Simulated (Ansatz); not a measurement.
# AlClH4OSi: the cost of one run

Program: Ansatz 0.2.0. Level of theory: RHF/STO-3G. These are calculated values, not measurements.

**1. The system as given**

Bond lengths: Al1–Cl2 2.230 Å, Al1–O3 1.780 Å, O3–Si4 1.680 Å, Si4–H5 1.460 Å, Si4–H6 1.460 Å, Si4–H7 1.460 Å, Al1–H8 1.560 Å. Angles: Cl2–Al1–O3 120.0°, Cl2–Al1–H8 120.0°, O3–Al1–H8 120.0°, Al1–O3–Si4 125.0°, O3–Si4–H5 109.5°, O3–Si4–H6 109.5°, O3–Si4–H7 109.5°, H5–Si4–H6 109.4°, H5–Si4–H7 109.4°, H6–Si4–H7 109.4°.

As a file:

```xyz
8

Al    0.0000    0.0000    0.0000
Cl    0.0000    0.0000    2.2300
O     1.5415    0.0000   -0.8900
Si    2.3874   -1.3760   -1.3520
H     1.4599   -2.3514   -1.9176
H     3.3882   -1.0195   -2.3535
H     3.0504   -1.9546   -0.1870
H    -1.3510    0.0000   -0.7800
```

**2. Relaxing the start**

Input file input.yaml:

```yaml
crystal:
  periodic: [false, false, false]
  atoms:
    - { symbol: Al, position_ang: [0.0, 0.0, 0.0] }
    - { symbol: Cl, position_ang: [0.0, 0.0, 2.23] }
    - { symbol: O, position_ang: [1.5415, 0.0, -0.89] }
    - { symbol: Si, position_ang: [2.3874, -1.376, -1.352] }
    - { symbol: H, position_ang: [1.4599, -2.3514, -1.9176] }
    - { symbol: H, position_ang: [3.3882, -1.0195, -2.3535] }
    - { symbol: H, position_ang: [3.0504, -1.9546, -0.187] }
    - { symbol: H, position_ang: [-1.351, 0.0, -0.78] }
basis:
  gaussian: { orbitals: STO-3G }
hamiltonian:
  xc: hf
relax:
  f_tol: 0.02
  max_steps: 40
output:
  orbitals: {}
```

The run is started by

```bash
ansatz run input.yaml --threads 1 --pin off --max-ram 2048MiB --backend cpu --events-out ev --progress --plain --runs-dir out
```

What time and memory should one allow on 1 thread of Arm Neoverse V2, shared host?

About 21 s, with a peak of 0.13 GiB.
